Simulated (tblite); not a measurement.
# C5H8F2S: the cost of one run

Programs: tblite 0.8.0 and PySCF 2.14.0, with density-fitted response routines of our own. Each step states its level of theory. These are calculated values for one molecule in the gas phase, unless marked as measured. Atoms are numbered from 0 throughout.

### 1 The molecule as given

16 atoms, charge 0, multiplicity 1; geometry from: force field or distance geometry start.

Bonds of the start (Å): F0–C1 1.39, C1–F2 1.37, C1–C3 1.51, C3–C4 1.47, C4–C5 1.47, C5–C6 1.49, C6–S7 1.84, S7–C3 1.82, C1–H8 1.12, C3–H9 1.09, C4–H10 1.12, C4–H11 1.12, C5–H12 1.13, C5–H13 1.11, C6–H14 1.09, C6–H15 1.11.

### 2 Optimising the geometry with GFN2-xTB

The job: settings as JSON, then the geometry in Å.

```
{"job": {"kind": "relax", "xc": "GFN2-xTB", "basis": "xTB"}, "charge": 0, "multiplicity": 1}
F      1.710400    -0.078500     1.911500
C      2.081800     0.117800     0.590000
F      2.953100    -0.854700     0.165900
C      0.864600     0.266600    -0.289300
C     -0.060200    -0.880400    -0.289500
C     -1.477000    -0.509300    -0.205300
C     -1.710200     0.958000    -0.086400
S     -0.084800     1.627100     0.464800
H      2.601700     1.105600     0.547700
H      1.136200     0.578800    -1.300900
H      0.110000    -1.461200    -1.229000
H      0.206900    -1.580000     0.549000
H     -1.963400    -1.018700     0.672700
H     -2.014900    -0.866100    -1.102500
H     -1.877000     1.394900    -1.072000
H     -2.484900     1.209000     0.661800
```

Run with:

```console
$ OMP_NUM_THREADS=1 python probes_run.py task.json out
```

One launch serves the whole session: the jobs run in the order shown.

Q: Estimate the wall time and peak memory of this first job on 1 thread of Arm Neoverse N1, shared host.

About 1.1 s, with a peak of 0.18 GiB.
